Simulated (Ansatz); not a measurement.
# CHClInNO: how energies converge with the basis set

The task here is to estimate one member of a computed series from the others.

Program: Ansatz 0.2.0, Gaussian basis. Level of theory: one geometry, several basis sets. These are calculated values, not measurements.

Plan: PBE0-D4/def2-SVP; ωB97M-V/def2-SVP; PBE0-D4/def2-QZVPP; ωB97M-V/def2-QZVPP; the functionals' def2-TZVPP values are taken from earlier runs.

**Structure used throughout**

An earlier PBE0-D4 in a triple-zeta def2 set relaxation fixed the geometry. In takes the def2 core potential; no spin-orbit term is included.

SMILES `O=C=[N][InH][Cl]`, 6 atoms, charge 0, spin multiplicity 1.

Atoms are counted from 1 here; the program's logs count them from 0.

Bond lengths: O1–C2 1.166 Å, C2–N3 1.205 Å, N3–In4 2.020 Å, In4–Cl5 2.315 Å, In4–H6 1.687 Å. Angles: O1–C2–N3 176.3°, C2–N3–In4 136.4°, N3–In4–Cl5 111.3°, N3–In4–H6 123.4°, Cl5–In4–H6 125.3°.

As a file:

```xyz
6

O     1.6280   -2.3204    0.0581
C     0.8966   -1.4709    0.3793
N     0.1367   -0.6269    0.7821
In   -0.7442    1.0279    0.0313
Cl   -0.1270    1.3820   -2.1720
H    -1.7901    2.0083    0.9212
```

Set-up of the first run:

Contents of in.yaml:

```yaml
crystal:
  periodic: [false, false, false]
  atoms:
    - {symbol: O, position_ang: [1.628047, -2.320384, 0.058113]}
    - {symbol: C, position_ang: [0.896563, -1.470896, 0.379313]}
    - {symbol: N, position_ang: [0.136698, -0.626928, 0.782147]}
    - {symbol: In, position_ang: [-0.744211, 1.027945, 0.031295]}
    - {symbol: Cl, position_ang: [-0.126955, 1.381967, -2.172039]}
    - {symbol: H, position_ang: [-1.790141, 2.008297, 0.921181]}
basis:
  gaussian: {orbitals: def2-SVP}
hamiltonian: {xc: pbe0, dispersion: d4}
output: {orbitals: {seedname: orbitals}}
```

Among the steps run: PBE0-D4 in def2-SVP; ωB97M-V in def2-SVP; PBE0-D4 in def2-QZVPP; ωB97M-V in def2-QZVPP.

One table of the session follows, with a row left open; its other results are not shown here.

It belongs to the step «Functionals by basis». 

```
functional       basis  HOMO (eV)  LUMO (eV)
   PBE0-D4    def2-SVP      -8.43      -1.95
   PBE0-D4  def2-TZVPP      -8.56      -2.05
   PBE0-D4  def2-QZVPP          ?          ?
   ωB97M-V    def2-SVP     -10.59      -0.31
   ωB97M-V  def2-TZVPP     -10.77      -0.50
   ωB97M-V  def2-QZVPP     -10.81      -0.55
```

**Question.** Estimate the row for PBE0-D4, def2-QZVPP.

The run gave: HOMO (eV): -8.59; LUMO (eV): -2.08. In the column «HOMO (eV)» it lies between ωB97M-V, def2-SVP (-10.59) and PBE0-D4, def2-TZVPP (-8.56).
